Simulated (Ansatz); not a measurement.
# CH4AlFS: up Jacob's ladder to CCSD(T)

Aim: compute CH4AlFS with functionals from several rungs and with coupled cluster. The yardstick is the atomisation energy at the CCSD(T) limit.

The runs use Ansatz 0.2.0, Gaussian basis; functionals in def2-TZVPP, the program's frozen cores in correlated methods.

Plan: LDA (SPW92), PBE-D4, revPBE-D4, BLYP-D4, r2SCAN-D4, B97M-V, PBE0-D4, B3LYP-D4, r2SCANh-D4, r2SCAN0-D4, HSE06-D4, BHLYP-D4, CAM-B3LYP-D4, LC-ωPBE, ωB97X-V, ωB97M-V, B2PLYP, PBE-QIDH; CCSD(T)/def2-SVP; CCSD(T)/def2-TZVPP; MP2/def2-QZVPP; extrapolation to the limit; RPA on PBE.

## 1. The geometry

The geometry comes from an earlier relaxation with PBE0-D4 in a triple-zeta def2 set; it is a stationary point, not always the lowest conformer.

SMILES `FC[S][AlH2]`, 8 atoms, charge 0, spin multiplicity 1.

Atoms are counted from 1 here; the program's logs count them from 0.

Bond lengths: F1–C2 1.478 Å, C2–S3 1.779 Å, C2–H5 1.089 Å, C2–H6 1.088 Å, S3–Al4 2.270 Å, Al4–H7 1.582 Å, Al4–H8 1.580 Å. Angles: F1–C2–S3 106.4°, F1–C2–H5 103.4°, F1–C2–H6 104.5°, S3–C2–H5 114.9°, S3–C2–H6 114.1°, H5–C2–H6 112.2°, C2–S3–Al4 79.5°, S3–Al4–H7 117.3°, S3–Al4–H8 117.1°, H7–Al4–H8 122.4°.

## 2. LDA

This LDA is Slater exchange with PW92 correlation.

Contents of in.yaml:

```yaml
crystal:
  periodic: [false, false, false]
  atoms:
    - {symbol: F, position_ang: [0.832204, -0.045811, 0.714636]}
    - {symbol: C, position_ang: [0.150619, 1.196812, 0.295075]}
    - {symbol: S, position_ang: [-1.355559, 0.695675, -0.508845]}
    - {symbol: Al, position_ang: [-0.264368, -1.291441, -0.395613]}
    - {symbol: H, position_ang: [0.879909, 1.677358, -0.354612]}
    - {symbol: H, position_ang: [-0.002070, 1.748416, 1.220066]}
    - {symbol: H, position_ang: [0.730776, -1.639833, -1.575392]}
    - {symbol: H, position_ang: [-0.879411, -2.398174, 0.548887]}
basis:
  gaussian: {orbitals: def2-TZVPP}
hamiltonian: {xc: lda}
output: {orbitals: {seedname: orbitals}}
```

Run with:

```console
$ ansatz run in.yaml --threads 2 --pin off --events-out ev --progress --plain --max-ram 4352MiB
```

After this run come: PBE-D4 (GGA); revPBE-D4 (GGA); BLYP-D4 (GGA); r2SCAN-D4 (meta-GGA); B97M-V (meta-GGA); PBE0-D4 (hybrid); B3LYP-D4 (hybrid); r2SCANh-D4 (hybrid); r2SCAN0-D4 (hybrid); HSE06-D4 (hybrid); BHLYP-D4 (hybrid); CAM-B3LYP-D4 (range-separated); LC-ωPBE (range-separated); ωB97X-V (range-separated); ωB97M-V (range-separated); B2PLYP (double hybrid); PBE-QIDH (double hybrid); CCSD(T) in def2-SVP; CCSD(T) in def2-TZVPP; MP2 in def2-QZVPP; RPA on PBE orbitals.

Q: Predict the results of all the runs planned. Wanted: atomisation energy, CCSD(T)/CBS; farthest beyond LDA; mean size of error, GGA; mean size of error, meta-GGA; mean size of error, hybrid; mean size of error, range-separated; mean size of error, double hybrid; gap, smallest and largest; T1 diagnostic.

As calculated:

```
                               quantity                                                  value
        atomisation energy, CCSD(T)/CBS                                          2562.9 kJ/mol
 functionals within 12.8 kJ/mol (0.5 %)  r2SCAN-D4, r2SCANh-D4, CAM-B3LYP-D4, ωB97X-V, ωB97M-V
                    farthest beyond LDA                                BHLYP-D4 (-94.2 kJ/mol)
                mean size of error, GGA                                            29.9 kJ/mol
           mean size of error, meta-GGA                                            18.7 kJ/mol
             mean size of error, hybrid                                            34.3 kJ/mol
    mean size of error, range-separated                                            12.2 kJ/mol
      mean size of error, double hybrid                                            39.2 kJ/mol
              gap, smallest and largest              3.75 eV (LDA (SPW92)), 10.90 eV (LC-ωPBE)
                          T1 diagnostic                                                 0.0121
triples share of the correlation energy                                                  3.7 %
```

**Reading.** LDA overbinds by 367.4 kJ/mol (14 %). PBE-D4 is off by +27.0 kJ/mol. Double hybrids carry the basis error of their MP2 part in triple zeta, and no dispersion term here, so their miss is partly the set-up's. Taken by rung, range-separated functionals do best (12.2 kJ/mol on average) and double hybrid ones worst beyond LDA (39.2 kJ/mol). Misses under about 12.8 kJ/mol are within the doubt on the reference itself, which lacks core-valence correlation, relativity and higher excitations. Hartree-Fock recovers 72 % of the binding; the rest is correlation. CCSD(T) in def2-SVP is off by -158.6 kJ/mol, which most functionals beat. The gap grows from 3.7 to 10.9 eV across the functionals, mostly with the share of exact exchange.
